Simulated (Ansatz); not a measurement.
# CH7BGeS: a ladder of functionals and wavefunction methods

How much do the methods differ for CH7BGeS? The plan is to run it at one geometry with functionals of several rungs and with coupled cluster, and see how far each lands from CCSD(T) at the basis-set limit for the atomisation energy.

Program: Ansatz 0.2.0, Gaussian basis. Level of theory: functionals in def2-TZVPP, the program's frozen cores in correlated methods. These are calculated values, not measurements.

Plan: PBE-D4, r2SCAN-D4, PBE0-D4, B3LYP-D4, ωB97X-V, ωB97M-V, B2PLYP; CCSD(T)/def2-TZVPP; MP2/def2-QZVPP; extrapolation to the limit.

## Step 1: Structure used throughout

All runs share one geometry, relaxed beforehand with PBE0-D4 in a triple-zeta def2 set.

SMILES `BS[CH2][GeH3]`, 11 atoms, charge 0, spin multiplicity 1.

Atoms are counted from 1 here; the program's logs count them from 0.

Bond lengths: B1–S2 1.750 Å, B1–H5 1.192 Å, B1–H6 1.194 Å, S2–C3 1.810 Å, C3–Ge4 1.966 Å, C3–H7 1.091 Å, C3–H8 1.089 Å, Ge4–H9 1.535 Å, Ge4–H10 1.536 Å, Ge4–H11 1.540 Å. Angles: S2–B1–H5 115.7°, S2–B1–H6 121.3°, H5–B1–H6 123.0°, B1–S2–C3 105.6°, S2–C3–Ge4 111.8°, S2–C3–H7 107.1°, S2–C3–H8 109.5°, Ge4–C3–H7 109.7°, Ge4–C3–H8 110.4°, H7–C3–H8 108.3°, C3–Ge4–H9 108.6°, C3–Ge4–H10 109.0°, C3–Ge4–H11 109.7°, H9–Ge4–H10 109.8°, H9–Ge4–H11 110.0°, H10–Ge4–H11 109.7°.

## Step 2: PBE-D4 (GGA)

in.yaml reads:

```yaml
crystal:
  periodic: [false, false, false]
  atoms:
    - {symbol: B, position_ang: [-0.762861, 1.994174, 0.596865]}
    - {symbol: S, position_ang: [0.858580, 1.362418, 0.407293]}
    - {symbol: C, position_ang: [0.712787, -0.427417, 0.636845]}
    - {symbol: Ge, position_ang: [0.137386, -1.331688, -1.011691]}
    - {symbol: H, position_ang: [-0.876830, 3.174053, 0.470366]}
    - {symbol: H, position_ang: [-1.682318, 1.275937, 0.848520]}
    - {symbol: H, position_ang: [1.696889, -0.793756, 0.932551]}
    - {symbol: H, position_ang: [0.013799, -0.633897, 1.446628]}
    - {symbol: H, position_ang: [-1.259296, -0.818478, -1.390580]}
    - {symbol: H, position_ang: [1.133328, -1.004787, -2.134046]}
    - {symbol: H, position_ang: [0.093735, -2.853559, -0.782150]}
basis:
  gaussian: {orbitals: def2-TZVPP}
hamiltonian: {xc: pbe, dispersion: d4}
output: {forces: true, orbitals: {seedname: orbitals}}
```

Started as:

```bash
$ ansatz run in.yaml --threads 4 --pin off --events-out ev --progress --plain --max-ram 10444MiB
```

The runs that follow: r2SCAN-D4 (meta-GGA); PBE0-D4 (hybrid); B3LYP-D4 (hybrid); ωB97X-V (range-separated); ωB97M-V (range-separated); B2PLYP (double hybrid); CCSD(T) in def2-TZVPP; MP2 in def2-QZVPP.

Q: Predict the results of all the runs planned. Wanted: atomisation energy, CCSD(T)/CBS; farthest; mean size of error, hybrid; mean size of error, range-separated; gap, smallest and largest; T1 diagnostic; triples share of the correlation energy.

The runs gave:

```
                               quantity                                                   value
        atomisation energy, CCSD(T)/CBS                                               36.840 eV
    functionals within 0.368 eV (1.0 %)  PBE-D4, r2SCAN-D4, PBE0-D4, B3LYP-D4, ωB97X-V, ωB97M-V
                               farthest                                      B2PLYP (-0.457 eV)
             mean size of error, hybrid                                                0.028 eV
    mean size of error, range-separated                                                0.127 eV
              gap, smallest and largest                    4.37 eV (PBE-D4), 10.73 eV (ωB97X-V)
                          T1 diagnostic                                                  0.0134
triples share of the correlation energy                                                   4.0 %
```

In words: PBE-D4 misses by +0.288 eV. Double hybrids carry the basis error of their MP2 part in triple zeta, and no dispersion term here, so their miss is partly the set-up's. The reference freezes the cores and leaves out relativity and excitations past (T), and its outer-core shells are covered unevenly, so misses under about 0.368 eV can't be ranked. Hartree-Fock recovers 75 % of the binding; the rest is correlation. Orbital gaps span 4.4 to 10.7 eV; exact exchange widens them. Correlated methods include outer-core shells of Ge, which these sets cover unevenly.
